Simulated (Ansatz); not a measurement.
**AlGaNH (quintet): the correlation ladder, cc-pVDZ**

One table from this session's results is given with a row withheld; the runs are named, their logs left out.

The runs use Ansatz 0.2.0, Gaussian basis; cc-pVDZ, core rule «outside noble gas», up to 20 orbitals frozen.

The runs, in order: UHF; CCSD(T) on ROHF; CCSD(T) on UHF; BCCD(T) on ROHF; CISD; CCSDT(Q) on ROHF; CCSDT(Q) on UHF.

28 further runs of the same task are left out: 12 that didn't finish, 16 set aside as unsound or not needed.

## The geometry

The geometry is a PBE0/def2-TZVP stationary point (not a proven minimum) of the parent state, kept for this charge and spin. No spin-orbit coupling is included. The filled d shell of Ga may be among the frozen orbitals whatever the setting's name suggests; the logs give the count.

4 atoms, charge 0, spin multiplicity 5.

Atoms are counted from 1 here; the program's logs count them from 0.

Bond lengths: Ga1–Al2 2.593 Å, Al2–N3 1.717 Å, N3–H4 1.016 Å. Angles: Ga1–Al2–N3 164.4°, Al2–N3–H4 126.1°.

The first run:

in.yaml

```yaml
crystal:
  periodic: [false, false, false]
  atoms:
    - {symbol: Ga, position_ang: [0.000003, -0.103875, 2.969894]}
    - {symbol: Al, position_ang: [0.000007, 0.050288, 0.381450]}
    - {symbol: N, position_ang: [0.000003, -0.311424, -1.296778]}
    - {symbol: H, position_ang: [-0.000013, 0.365010, -2.054566]}
basis:
  gaussian: {orbitals: cc-pVDZ}
magnetization: {spin_polarized: true, initial_magnetization: 4}
hamiltonian: {xc: hf}
output: {orbitals: {seedname: orbitals}}
```

The run is started by

```bash
$ ansatz run in.yaml --threads 1 --pin off --events-out ev --progress --plain --max-ram 2393MiB
```

Steps of the session up to this table: UHF; CCSD(T) on ROHF; CCSD(T) on UHF; BCCD(T) on ROHF; CISD; CCSDT(Q) on ROHF; CCSDT(Q) on UHF.

One of the session's tables, all rows but one given; the rest of the session is left out.

It belongs to the step «Misses and costs». 

```
   method  from UCCSDT(Q) (kcal/mol)
     ROHF                    +165.20
      UHF                    +159.19
     RMP2                     +26.93
     UMP2                     +28.22
     CISD                          ?
    RCCSD                      +7.59
    UCCSD                      +7.14
 RCCSD(T)                      +1.98
 UCCSD(T)                      +1.75
  BCCD(T)                      +1.98
   RCCSDT                      +0.81
   UCCSDT                      +0.53
RCCSDT(Q)                      +0.28
UCCSDT(Q)                          0
```

Estimate the missing values for CISD.

**Answer.** from UCCSDT(Q) (kcal/mol): +21.08. In the column «from UCCSDT(Q) (kcal/mol)» it lies between RCCSD (+7.59) and RMP2 (+26.93).

To keep in mind: Restricted and unrestricted rows rest on different reference determinants; where their highest levels disagree by more than a few hundredths of an eV, they describe different states and don't form one ladder.
